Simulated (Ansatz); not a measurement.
KFeAs2:

```
CELL_PARAMETERS angstrom
-1.98037 1.98037 6.38302
1.98037 -1.98037 6.38302
1.98037 1.98037 -6.38302
ATOMIC_POSITIONS crystal
As 0.33074 0.33074 0.00000
As 0.66926 0.66926 0.00000
Fe 0.25000 0.75000 0.50000
K 0.00000 0.00000 0.00000
```

The cell comes from a database or a generator and needn't be the stable form of this composition.

Base run:

- Program: Ansatz 0.2.0
- Functional: PBE
- Potentials or basis: Ansatz PAW
- Cutoff: 420 eV (not typed: the program's choice for these potentials)
- k mesh: 8 × 8 × 8
- Occupations: fermi-dirac, width 0.05 eV
- Spin: collinear spin, ferromagnetic start
- Starting moments: [0.0, 0.0, 1.5, 0.0] μB
- Fixed moment: 1.5 μB

Its results: pressure 1.1 GPa; site moments As -0.01; Fe +1.34; K +0.01 μB; largest force 0.113 eV/Å.

**Question.** The run is repeated on the same cell with these changes: fixed moment from 1.5 μB to 3 μB; moments at the start from [0.0, 0.0, 1.5, 0.0] to [0.0, 0.0, 3.0, 0.0]. What comes out?

**Answer.** Pressure 3.4 GPa; site moments As +0.07; Fe +2.13; K +0.04 μB; largest force 0.364 eV/Å.

Caveats: the total moment is fixed, so each spin has its own Fermi level; a cell with one magnetic atom can't hold antiferromagnetic order, which such compounds often take; the thresholds are loose for stress.
